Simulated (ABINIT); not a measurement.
# CsLiCr2Te2S3 (P3m1) in ABINIT: notebook, part 2 of 2

ABINIT 10.8.3 (patched build). Earlier steps stand in the parts before.

## (3) Real-space fields, PBE, collinear spin, ferromagnetic start

Input file run.abi:

```
# Pseudopotentials
pp_dirpath "./"
pseudos "Cs.GGA_PBE-ansatz_soft_1.xml, Li.GGA_PBE-ansatz_soft_1.xml, Cr.GGA_PBE-ansatz_soft_1.xml, Te.GGA_PBE-ansatz_soft_1.xml, S.GGA_PBE-ansatz_soft_1.xml"

# Structure
acell 6.8097792682 6.8097762822 36.0304820524
rprim
     1.0000000000     0.0000000000     0.0000000000
    -0.5000002192     0.8660252772     0.0000000000
     0.0000000000     0.0000000000     1.0000000000
ntypat 5
znucl 55 3 24 52 16
natom 9
typat 1 2 3 3 4 4 5 5 5
xred
     0.0000000000     0.0000000000     0.3739900000
     0.6666700000     0.3333300000     0.0160700000
     0.0000000000     0.0000000000     0.8663700000
     0.3333300000     0.6666700000     0.1683300000
     0.3333300000     0.6666700000     0.5389100000
     0.6666700000     0.3333300000     0.7727600000
     0.0000000000     0.0000000000     0.1003000000
     0.3333300000     0.6666700000     0.9292000000
     0.6666700000     0.3333300000     0.2340800000

# Plane-wave basis
ecut 15.4
pawecutdg 30.8
pawxcdev 0
pawovlp 30

# k points
kptopt 1
ngkpt 4 4 1
nshiftk 1
shiftk 0.0 0.0 0.0

# Exchange and correlation
ixc 11

# Bands and occupations
nband 56
occopt 3
tsmear 0.05 eV

# Spin
nsppol 2
spinat
     0.0000000000     0.0000000000     0.0000000000
     0.0000000000     0.0000000000     0.0000000000
     0.0000000000     0.0000000000     3.0000000000
     0.0000000000     0.0000000000     3.0000000000
     0.0000000000     0.0000000000     0.0000000000
     0.0000000000     0.0000000000     0.0000000000
     0.0000000000     0.0000000000     0.0000000000
     0.0000000000     0.0000000000     0.0000000000
     0.0000000000     0.0000000000     0.0000000000

# SCF cycle
nstep 100
tolvrs 1.0e-9

# Output
iomode 3
prtwf 0
prteig 0
prtebands 0
enunit 2
prtden 1
prtvha 1
prtvclmb 1
prtpot 1
```

Potentials or basis: Ansatz PAW PBE generated set soft_1, frozen core.

Command:

```bash
> mpirun --bind-to none -np 4 abinit run.abi > log 2>&1
```

run.abo:

```text
[... set-up lines left out ...]
 ETOT  1  -424.26801550655    -4.243E+02 4.451E+00 1.127E+02 1.764E+00 1.764E+00
 ETOT  2  -428.66537014057    -4.397E+00 1.094E-01 9.641E+02 1.142E+00 7.062E-01
 ETOT  3  -427.46797922524     1.197E+00 3.691E-02 2.175E+01 2.404E+00 2.727E+00
 ETOT  4  -427.58648953243    -1.185E-01 1.783E-02 1.377E+02 1.474E+00 2.338E+00
 ETOT  5  -427.52900166726     5.749E-02 9.027E-03 1.177E+01 1.364E+00 2.617E+00
 ETOT  6  -427.52921180008    -2.101E-04 6.059E-03 1.975E+00 3.476E-01 2.904E+00
 ETOT  7  -427.53352560768    -4.314E-03 4.643E-03 1.513E+00 9.964E-03 2.914E+00
 ETOT  8  -427.53840421065    -4.879E-03 3.107E-03 9.485E-01 3.441E-02 2.948E+00
 ETOT  9  -427.53999299295    -1.589E-03 2.604E-03 4.969E-01 3.453E-02 2.980E+00
 ETOT 10  -427.54075878011    -7.658E-04 1.995E-03 2.037E-01 3.187E-02 3.008E+00
[... 38 lines left out ...]
 ETOT 49  -427.54014346508    -2.706E-10 2.066E-05 2.679E-08 1.365E-06 3.018E+00
 ETOT 50  -427.54014346537    -2.896E-10 2.050E-05 2.263E-08 2.529E-06 3.018E+00
 ETOT 51  -427.54014346562    -2.537E-10 1.601E-05 1.872E-08 1.762E-06 3.018E+00
 ETOT 52  -427.54014346586    -2.403E-10 1.582E-05 1.462E-08 1.354E-06 3.018E+00
 ETOT 53  -427.54014346622    -3.573E-10 1.235E-05 8.420E-09 2.126E-06 3.018E+00
 ETOT 54  -427.54014346641    -1.911E-10 1.216E-05 5.272E-09 2.197E-06 3.018E+00
 ETOT 55  -427.54014346654    -1.346E-10 9.506E-06 2.781E-09 1.791E-06 3.018E+00
 ETOT 56  -427.54014346658    -3.712E-11 9.339E-06 2.131E-09 6.001E-07 3.018E+00
 ETOT 57  -427.54014346661    -2.746E-11 7.307E-06 1.627E-09 3.304E-07 3.018E+00
 ETOT 58  -427.54014346664    -3.274E-11 7.166E-06 9.726E-10 6.678E-07 3.018E+00

 At SCF step   58       nres2   =  9.73E-10 < tolvrs=  1.00E-09 =>converged.

 Cartesian components of stress tensor (hartree/bohr^3)
  sigma(1 1)=  1.09284501E-05  sigma(3 2)=  2.23637774E-09
  sigma(2 2)=  1.09310645E-05  sigma(3 1)= -3.87352213E-09
  sigma(3 3)= -2.00699658E-06  sigma(2 1)=  2.26413627E-09

--- !ResultsGS
iteration_state: {dtset: 1, }
comment   : Summary of ground state results
lattice_vectors:
- [  6.8097778,   0.0000009,   0.0000000, ]
- [ -3.4048911,   5.8974393,   0.0000000, ]
- [  0.0000000,   0.0000000,  36.0304821, ]
lattice_lengths: [   6.80978,    6.80978,   36.03048, ]
lattice_angles: [ 90.000,  90.000, 120.000, ] # degrees, (23, 13, 12)
lattice_volume:   1.4469933E+03
convergence: {deltae: -3.274E-11, res2:  9.726E-10, residm:  7.166E-06, diffor: null, }
etotal    :  -4.27540143E+02
entropy   :   0.00000000E+00
fermie    :   1.08856166E-01
cartesian_stress_tensor: # hartree/bohr^3
- [  1.09284501E-05,   2.26413627E-09,  -3.87352213E-09, ]
- [  2.26413627E-09,   1.09310645E-05,   2.23637774E-09, ]
- [ -3.87352213E-09,   2.23637774E-09,  -2.00699658E-06, ]
pressure_GPa:  -1.9469E-01
xred      :
- [  0.0000E+00,   0.0000E+00,   3.7399E-01, Cs]
- [  6.6667E-01,   3.3333E-01,   1.6070E-02, Li]
- [  0.0000E+00,   0.0000E+00,   8.6637E-01, Cr]
- [  3.3333E-01,   6.6667E-01,   1.6833E-01, Cr]
- [  3.3333E-01,   6.6667E-01,   5.3891E-01, Te]
- [  6.6667E-01,   3.3333E-01,   7.7276E-01, Te]
- [  0.0000E+00,   0.0000E+00,   1.0030E-01,  S]
- [  3.3333E-01,   6.6667E-01,   9.2920E-01,  S]
- [  6.6667E-01,   3.3333E-01,   2.3408E-01,  S]
cartesian_forces: # hartree/bohr
- [  1.44444332E-07,  -8.33949254E-08,   3.00202148E-03, ]
- [ -3.59420699E-07,   2.07511516E-07,   3.34185336E-03, ]
- [ -9.33597442E-07,   5.39012419E-07,   1.68825290E-03, ]
- [  3.54068514E-06,  -2.04421432E-06,   8.56116221E-04, ]
- [  1.68965022E-07,  -9.75519437E-08,  -1.15158040E-03, ]
- [ -1.25393345E-06,   7.23958389E-07,  -3.21699218E-03, ]
- [ -4.14338583E-07,   2.39218353E-07,  -1.88589047E-03, ]
- [  2.44735382E-06,  -1.41297956E-06,  -9.06908829E-04, ]
- [ -3.34015814E-06,   1.92844008E-06,  -1.72687207E-03, ]
force_length_stats: {min:   8.56125984E-04, max:   3.34185339E-03, mean:   1.97516746E-03, }
...

[... 125 lines left out ...]
 -41.08555  -33.48125  -33.48125  -33.41356  -33.41356  -33.39448  -32.80797  -32.80797
 -32.63462  -32.63462  -32.58318  -19.90439  -10.77707  -10.63426   -9.33979   -8.67704
  -7.77910   -6.21738   -5.15193   -5.15193   -2.27996   -1.56015   -0.53895   -0.53895
  -0.44818   -0.44816    0.95767    1.21787    1.54672    1.54675    1.59113    1.59113
   1.86369    2.32278    2.32281    2.35767    2.63228    3.47568    3.47569    4.92668
   5.07679    5.07684    5.75287    5.75291    5.92026    5.92026    7.07703    7.92059
 prteigrs : prtvol=0 or 1, do not print more k-points.

 Eigenvalues (   eV  ) for nkpt=   7  k points, SPIN DOWN:
 kpt#   1, nband= 56, wtk=  0.06250, kpt=  0.0000  0.0000  0.0000 (reduced coord)
 -66.92120  -66.78253  -43.17704  -38.33661  -38.33660  -38.28439  -38.16875  -38.16290
 -38.16290  -33.51549  -33.51549  -33.44353  -33.44353  -33.42410  -32.80844  -32.80844
 -32.63589  -32.63589  -32.58471  -19.90409  -10.76316  -10.61102   -9.38182   -8.80806
  -7.78429   -6.21544   -5.15161   -5.15161   -1.96728   -1.16497    0.14243    0.14243
   0.17535    0.17537    1.02698    1.24093    2.13275    2.28016    2.28018    3.74841
   3.74843    4.18273    4.18275    4.38436    4.38437    4.71818    4.86223    5.24643
   5.90624    5.90624    6.23231    6.23233    6.37545    6.37549    7.37569    7.95342
 prteigrs : prtvol=0 or 1, do not print more k-points.

--- !EnergyTerms
iteration_state     : {dtset: 1, }
comment             : Components of total free energy in Hartree
kinetic             :  5.22821747187882E+01
hartree             :  1.90899130019978E+02
xc                  : -3.42117118086492E+01
Ewald energy        : -2.04036276785437E+02
psp_core            :  1.56800859356507E+01
local_psp           : -4.22612371883653E+02
PAW spherical_terms : -2.55406079090686E+01
internal            : -4.27539577712391E+02
'-kT*entropy'       : -5.65582722730474E-04
total_energy        : -4.27540143295114E+02
total_energy_eV     : -1.16339599748654E+04
...

--- !EnergyTermsDC
iteration_state     : {dtset: 1, }
comment             : '"Double-counting" decomposition of free energy'
band_energy         : -6.03941102952179E+01
Ewald energy        : -2.04036276785437E+02
psp_core            :  1.56800859356507E+01
xc_dc               : -1.92235563296596E+02
PAW spherical_terms :  1.34462865576822E+01
internal            : -4.27539577883918E+02
'-kT*entropy'       : -5.65582722730474E-04
total_energy_dc     : -4.27540143466640E+02
total_energy_dc_eV  : -1.16339599795329E+04
...

--- !EnergyTermsWithPAWCore
iteration_state     : {dtset: 1, }
comment             : 'Components of total free energy, including PAW core contributions'
Total energy        : -2.38968261486632E+04
Total energy DC     : -2.38968261488347E+04
Total energy (eV)   : -6.50265766384332E+05
Total energy DC (eV): -6.50265766388999E+05
...

 Cartesian components of stress tensor (hartree/bohr^3)
  sigma(1 1)=  1.09284501E-05  sigma(3 2)=  2.23637774E-09
  sigma(2 2)=  1.09310645E-05  sigma(3 1)= -3.87352213E-09
  sigma(3 3)= -2.00699658E-06  sigma(2 1)=  2.26413627E-09

-Cartesian components of stress tensor (GPa)         [Pressure= -1.9469E-01 GPa]
- sigma(1 1)=  3.21526103E-01  sigma(3 2)=  6.57965047E-05
- sigma(2 2)=  3.21603022E-01  sigma(3 1)= -1.13962956E-04
- sigma(3 3)= -5.90478780E-02  sigma(2 1)=  6.66131888E-05

== END DATASET(S) ==============================================================
================================================================================

 -outvars: echo values of variables after computation  --------
            acell      6.8097777751E+00  6.8097777751E+00  3.6030482052E+01 Bohr
           etotal     -4.2754014347E+02
            fcart      1.4444433235E-07 -8.3394925410E-08  3.0020214811E-03
                      -3.5942069945E-07  2.0751151627E-07  3.3418533606E-03
                      -9.3359744200E-07  5.3901241934E-07  1.6882529011E-03
                       3.5406851393E-06 -2.0442143232E-06  8.5611622149E-04
                       1.6896502161E-07 -9.7551943679E-08 -1.1515804041E-03
                      -1.2539334460E-06  7.2395838937E-07 -3.2169921835E-03
                      -4.1433858349E-07  2.3921835286E-07 -1.8858904733E-03
                       2.4473538213E-06 -1.4129795615E-06 -9.0690882923E-04
                      -3.3401581436E-06  1.9284400759E-06 -1.7268720741E-03
            rprim      1.0000000000E+00  1.2658763137E-07  0.0000000000E+00
                      -5.0000032884E-01  8.6602521393E-01  0.0000000000E+00
                       0.0000000000E+00  0.0000000000E+00  1.0000000000E+00
           strten      1.0928450122E-05  1.0931064524E-05 -2.0069965813E-06
                       2.2363777383E-09 -3.8735221322E-09  2.2641362665E-09
           xangst      0.0000000000E+00  0.0000000000E+00  7.1306840701E+00
                       1.8018072266E+00  1.0402533862E+00  3.0639881549E-01
                       0.0000000000E+00  0.0000000000E+00  1.6518652257E+01
                      -1.8807902313E-05  2.0805375241E+00  3.2094656261E+00
                      -1.8807902313E-05  2.0805375241E+00  1.0275132897E+01
                       1.8018072266E+00  1.0402533862E+00  1.4733836258E+01
                       0.0000000000E+00  0.0000000000E+00  1.9123709517E+00
                      -1.8807902313E-05  2.0805375241E+00  1.7716601080E+01
                       1.8018072266E+00  1.0402533862E+00  4.4630886578E+00
             xred      0.0000000000E+00  0.0000000000E+00  3.7399000000E-01
                       6.6667000000E-01  3.3333000000E-01  1.6070000000E-02
                       0.0000000000E+00  0.0000000000E+00  8.6637000000E-01
                       3.3333000000E-01  6.6667000000E-01  1.6833000000E-01
                       3.3333000000E-01  6.6667000000E-01  5.3891000000E-01
                       6.6667000000E-01  3.3333000000E-01  7.7276000000E-01
                       0.0000000000E+00  0.0000000000E+00  1.0030000000E-01
                       3.3333000000E-01  6.6667000000E-01  9.2920000000E-01
                       6.6667000000E-01  3.3333000000E-01  2.3408000000E-01
 Calculation completed.
```

It took 5.3 min on 4 MPI ranks of Intel Xeon 6975P-C (Granite Rapids), shared host; peak memory 2.2 GiB.

What came out:

```
Free energy            : -11633.9600 eV
Pressure               : -0.2 GPa
Largest force          : 0.172 eV/Å
Band gap on the k mesh : none (metal or under the smearing width)
Net moment             : 5.64 μB per cell
Site moments           : Cs -0.00; Li -0.01; Cr +2.85, +3.02; Te -0.01, -0.18; S -0.04, -0.05, -0.06 μB
```

Forces on the atoms (eV/Å):
```
Cs   0.000  0.000  0.154
Li   0.000  0.000  0.172
Cr   0.000  0.000  0.087
Cr   0.000  0.000  0.044
Te   0.000  0.000 -0.059
Te   0.000  0.000 -0.165
S    0.000  0.000 -0.097
S    0.000  0.000 -0.047
S    0.000  0.000 -0.089
```

Stress tensor (GPa, compression positive):
```
-0.32  0.00  0.00
 0.00 -0.32  0.00
 0.00  0.00  0.06
```

Levels at points of the mesh, in eV from the Fermi level:
Spin up:
```
           k point  band 45  band 46  band 47  band 48  band 49  band 50  band 51  band 52
(0.00, 0.00, 0.00)    -0.33     0.51     0.51     1.96     2.11     2.11     2.79     2.79
(0.50, 0.00, 0.00)    -0.80    -0.79    -0.77    -0.21     1.38     1.51     1.66     1.85
(0.50, 0.50, 0.00)    -0.80    -0.79    -0.77    -0.21     1.38     1.51     1.66     1.85
```
Spin down:
| k point | band 39 | band 40 | band 41 | band 42 | band 43 | band 44 | band 45 | band 46 |
| --- | --- | --- | --- | --- | --- | --- | --- | --- |
| (0.00, 0.00, 0.00) | -0.68 | 0.79 | 0.79 | 1.22 | 1.22 | 1.42 | 1.42 | 1.76 |
| (0.50, 0.00, 0.00) | -2.21 | -1.78 | -0.82 | -0.23 | 0.78 | 1.03 | 1.38 | 1.74 |
| (0.50, 0.50, 0.00) | -2.21 | -1.78 | -0.82 | -0.23 | 0.78 | 1.03 | 1.38 | 1.74 |

Caveat: the k mesh is coarse (spacing up to 0.50 Å⁻¹), so the values aren't converged; only a ferromagnetic start was run, and an antiferromagnetic order may lie lower in energy; the atomic spheres overlap. With open d or f shells a metallic result of PBE can be an artefact of self-interaction; +U or a hybrid may open a gap.
